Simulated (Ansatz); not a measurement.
**C₄H₃F₇: how energies converge with the basis set**

Aim: see how fast density functionals converge with the basis set for C₄H₃F₇.

Computed with Ansatz 0.2.0, Gaussian basis. Level: one geometry, several basis sets.

Levels to be run: PBE0-D4/def2-SVP; ωB97M-V/def2-SVP; PBE0-D4/def2-QZVPP; ωB97M-V/def2-QZVPP; the functionals' def2-TZVPP values are taken from earlier runs.

1 further run of the same task is left out (it didn't finish).

**1. The geometry**

An earlier PBE0-D4 in a triple-zeta def2 set relaxation fixed the geometry.

SMILES `FC(F)C(F)(F)CC(F)(F)F`, 14 atoms, charge 0, spin multiplicity 1.

Atoms are counted from 1 here; the program's logs count them from 0.

Bond lengths: F1–C2 1.350 Å, C2–F3 1.342 Å, C2–C4 1.536 Å, C2–H12 1.092 Å, C4–F5 1.352 Å, C4–F6 1.352 Å, C4–C7 1.516 Å, C7–C8 1.510 Å, C7–H13 1.091 Å, C7–H14 1.090 Å, C8–F9 1.342 Å, C8–F10 1.336 Å, C8–F11 1.333 Å. Angles: F1–C2–F3 108.5°, F1–C2–C4 108.9°, F1–C2–H12 109.4°, F3–C2–C4 109.0°, F3–C2–H12 109.2°, C4–C2–H12 111.8°, C2–C4–F5 107.1°, C2–C4–F6 108.1°, C2–C4–C7 115.9°, F5–C4–F6 107.5°, F5–C4–C7 110.9°, F6–C4–C7 107.1°, C4–C7–C8 116.9°, C4–C7–H13 107.1°, C4–C7–H14 108.5°, C8–C7–H13 107.8°, C8–C7–H14 107.8°, H13–C7–H14 108.5° and more.

Coordinates:

```tsv
atom	x (Å)	y (Å)	z (Å)
F1	0.01199	-0.34178	2.21796
C2	0.39988	0.70765	1.46226
F3	0.28229	1.82649	2.19424
C4	-0.52536	0.81004	0.24079
F5	-0.05852	1.81912	-0.52839
F6	-1.75601	1.16530	0.67400
C7	-0.68972	-0.45819	-0.57374
C8	0.55184	-1.01777	-1.22587
F9	1.49276	-1.34236	-0.32517
F10	0.24324	-2.13272	-1.89478
F11	1.10761	-0.16926	-2.09049
H12	1.44434	0.57712	1.17008
H13	-1.41091	-0.24052	-1.36318
H14	-1.10621	-1.23232	0.07109
```

**2. PBE0-D4 in def2-SVP**

The input, in.yaml:

```yaml
crystal:
  periodic: [false, false, false]
  atoms:
    - {symbol: F, position_ang: [0.011989, -0.341778, 2.217962]}
    - {symbol: C, position_ang: [0.399880, 0.707652, 1.462265]}
    - {symbol: F, position_ang: [0.282289, 1.826487, 2.194243]}
    - {symbol: C, position_ang: [-0.525361, 0.810039, 0.240788]}
    - {symbol: F, position_ang: [-0.058522, 1.819123, -0.528391]}
    - {symbol: F, position_ang: [-1.756012, 1.165296, 0.674004]}
    - {symbol: C, position_ang: [-0.689724, -0.458185, -0.573739]}
    - {symbol: C, position_ang: [0.551837, -1.017765, -1.225869]}
    - {symbol: F, position_ang: [1.492762, -1.342361, -0.325168]}
    - {symbol: F, position_ang: [0.243240, -2.132722, -1.894783]}
    - {symbol: F, position_ang: [1.107608, -0.169263, -2.090493]}
    - {symbol: H, position_ang: [1.444339, 0.577123, 1.170078]}
    - {symbol: H, position_ang: [-1.410910, -0.240522, -1.363183]}
    - {symbol: H, position_ang: [-1.106214, -1.232323, 0.071088]}
basis:
  gaussian: {orbitals: def2-SVP}
hamiltonian: {xc: pbe0, dispersion: d4}
output: {orbitals: {seedname: orbitals}}
```

The run is started by

```sh
$ ansatz run in.yaml --threads 4 --pin off --events-out ev --progress --plain --max-ram 66560MiB --backend cpu
```

Further steps of the session: ωB97M-V in def2-SVP; PBE0-D4 in def2-QZVPP; ωB97M-V in def2-QZVPP.

Q: Predict the results of all the runs planned. Wanted: PBE0-D4: double and triple zeta above quadruple; ωB97M-V: double and triple zeta above quadruple.

The runs gave:

| quantity | value |
| --- | --- |
| PBE0-D4: double and triple zeta above quadruple | 28.85, 1.15 eV |
| ωB97M-V: double and triple zeta above quadruple | 29.38, 1.08 eV |

What this shows: For PBE0-D4 the step from double to triple zeta gains 27.70 eV and the next only 1.15 eV. Total energies overstate the basis error of differences, where much of it tends to cancel. The LUMO of ωB97M-V is positive and keeps falling with the basis (3.55 to 2.00 eV): an unbound level that the basis holds in place.
